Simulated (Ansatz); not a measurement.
# C₅H₁₆BNSi: a ladder of functionals and wavefunction methods

Aim: compute C₅H₁₆BNSi with functionals from several rungs and with coupled cluster. The yardstick is the atomisation energy at the CCSD(T) limit.

The runs use Ansatz 0.2.0, Gaussian basis; functionals in def2-TZVPP, the program's frozen cores in correlated methods.

The runs, in order: LDA (SPW92), PBE-D4, revPBE-D4, BLYP-D4, r2SCAN-D4, B97M-V, PBE0-D4, B3LYP-D4, r2SCANh-D4, r2SCAN0-D4, HSE06-D4, BHLYP-D4, CAM-B3LYP-D4, LC-ωPBE, ωB97X-V, ωB97M-V, B2PLYP, PBE-QIDH; CCSD(T)/def2-SVP; CCSD(T)/def2-TZVPP; MP2/def2-QZVPP; extrapolation to the limit; RPA on PBE.

## 1. The geometry

All runs share one geometry, relaxed beforehand with PBE0-D4 in a triple-zeta def2 set.

SMILES `BN([SiH2]C)C(C)(C)C`, 24 atoms, charge 0, spin multiplicity 1.

Atoms are counted from 1 here; the program's logs count them from 0.

Bond lengths: B1–N2 1.394 Å, B1–H9 1.203 Å, B1–H10 1.194 Å, N2–Si3 1.768 Å, N2–C5 1.482 Å, Si3–C4 1.863 Å, Si3–H11 1.484 Å, Si3–H12 1.488 Å, C4–H13 1.092 Å, C4–H14 1.093 Å, C4–H15 1.092 Å, C5–C6 1.528 Å, C5–C7 1.528 Å, C5–C8 1.521 Å, C6–H16 1.091 Å, C6–H17 1.093 Å, C6–H18 1.092 Å, C7–H19 1.093 Å and more. Angles: N2–B1–H9 117.1°, N2–B1–H10 123.6°, H9–B1–H10 119.3°, B1–N2–Si3 112.6°, B1–N2–C5 125.9°, Si3–N2–C5 121.5°, N2–Si3–C4 111.5°, N2–Si3–H11 108.8°, N2–Si3–H12 109.5°, C4–Si3–H11 110.5°, C4–Si3–H12 109.0°, H11–Si3–H12 107.5°, Si3–C4–H13 110.6°, Si3–C4–H14 110.5°, Si3–C4–H15 111.0°, H13–C4–H14 108.3°, H13–C4–H15 108.3°, H14–C4–H15 108.2° and more.

## 2. LDA

This LDA is Slater exchange with PW92 correlation.

File in.yaml:

```yaml
crystal:
  periodic: [false, false, false]
  atoms:
    - {symbol: B, position_ang: [-1.403578, -1.495659, 0.148559]}
    - {symbol: N, position_ang: [-0.310646, -0.631158, 0.198753]}
    - {symbol: Si, position_ang: [0.199584, -0.276405, 1.854273]}
    - {symbol: C, position_ang: [-0.999935, 0.864062, 2.710173]}
    - {symbol: C, position_ang: [0.355607, -0.003458, -0.967261]}
    - {symbol: C, position_ang: [1.786240, -0.530300, -1.067309]}
    - {symbol: C, position_ang: [0.366894, 1.512615, -0.776527]}
    - {symbol: C, position_ang: [-0.372505, -0.321794, -2.264078]}
    - {symbol: H, position_ang: [-1.826341, -1.906682, 1.197514]}
    - {symbol: H, position_ang: [-1.931739, -1.834024, -0.867275]}
    - {symbol: H, position_ang: [0.323411, -1.553326, 2.599683]}
    - {symbol: H, position_ang: [1.544433, 0.361048, 1.832682]}
    - {symbol: H, position_ang: [-1.995543, 0.416324, 2.746619]}
    - {symbol: H, position_ang: [-0.675542, 1.061603, 3.735397]}
    - {symbol: H, position_ang: [-1.073275, 1.819323, 2.185150]}
    - {symbol: H, position_ang: [2.360652, -0.302759, -0.167540]}
    - {symbol: H, position_ang: [2.299995, -0.076111, -1.917865]}
    - {symbol: H, position_ang: [1.780964, -1.613533, -1.206560]}
    - {symbol: H, position_ang: [0.907927, 1.801528, 0.127874]}
    - {symbol: H, position_ang: [-0.653545, 1.896625, -0.707879]}
    - {symbol: H, position_ang: [0.859682, 1.997489, -1.622117]}
    - {symbol: H, position_ang: [0.139545, 0.179969, -3.087952]}
    - {symbol: H, position_ang: [-0.380704, -1.392848, -2.470729]}
    - {symbol: H, position_ang: [-1.406680, 0.026870, -2.240185]}
basis:
  gaussian: {orbitals: def2-TZVPP}
hamiltonian: {xc: lda}
output: {orbitals: {seedname: orbitals}}
```

Run with:

```bash
$ ansatz run in.yaml --threads 4 --pin off --events-out ev --progress --plain --max-ram 41984MiB --backend cuda --devices 0, --max-vram 37GiB
```

The runs that follow: PBE-D4 (GGA); revPBE-D4 (GGA); BLYP-D4 (GGA); r2SCAN-D4 (meta-GGA); B97M-V (meta-GGA); B3LYP-D4 (hybrid); r2SCANh-D4 (hybrid); r2SCAN0-D4 (hybrid); HSE06-D4 (hybrid); BHLYP-D4 (hybrid); CAM-B3LYP-D4 (range-separated); LC-ωPBE (range-separated); ωB97X-V (range-separated); ωB97M-V (range-separated); B2PLYP (double hybrid); PBE-QIDH (double hybrid); CCSD(T) in def2-SVP; CCSD(T) in def2-TZVPP; MP2 in def2-QZVPP; RPA on PBE orbitals.

Q: Predict the results of all the runs planned. Wanted: atomisation energy, CCSD(T)/CBS; farthest beyond LDA; mean size of error, GGA; mean size of error, meta-GGA; mean size of error, hybrid; mean size of error, range-separated; mean size of error, double hybrid; gap, smallest and largest; T1 diagnostic.

**Answer**, as computed:

| quantity | value |
| --- | --- |
| atomisation energy, CCSD(T)/CBS | 95.373 eV |
| functionals within 0.477 eV (0.5 %) | BLYP-D4, r2SCAN-D4, B97M-V, PBE0-D4, B3LYP-D4, r2SCANh-D4, HSE06-D4, LC-ωPBE, ωB97X-V, ωB97M-V, PBE-QIDH |
| farthest beyond LDA | BHLYP-D4 (-1.564 eV) |
| mean size of error, GGA | 0.722 eV |
| mean size of error, meta-GGA | 0.232 eV |
| mean size of error, hybrid | 0.569 eV |
| mean size of error, range-separated | 0.421 eV |
| mean size of error, double hybrid | 0.567 eV |
| gap, smallest and largest | 5.34 eV (LDA (SPW92)), 12.48 eV (LC-ωPBE) |
| T1 diagnostic | 0.0114 |
| triples share of the correlation energy | 3.9 % |

**Reading.** LDA overbinds by 12.249 eV (13 %). PBE-D4 is off by +1.328 eV. Double hybrids carry the basis error of their MP2 part in triple zeta, and no dispersion term here, so their miss is partly the set-up's. The rungs meta-GGA, range-separated miss on average by less than the doubt on the reference (0.477 eV), so they tie. The reference freezes the cores and leaves out relativity and excitations past (T), so misses under about 0.477 eV can't be ranked. Hartree-Fock recovers 76 % of the binding; the rest is correlation. CCSD(T) in def2-SVP is off by -4.032 eV, so the small basis spoils what the method gains. Orbital gaps span 5.3 to 12.5 eV; exact exchange widens them.
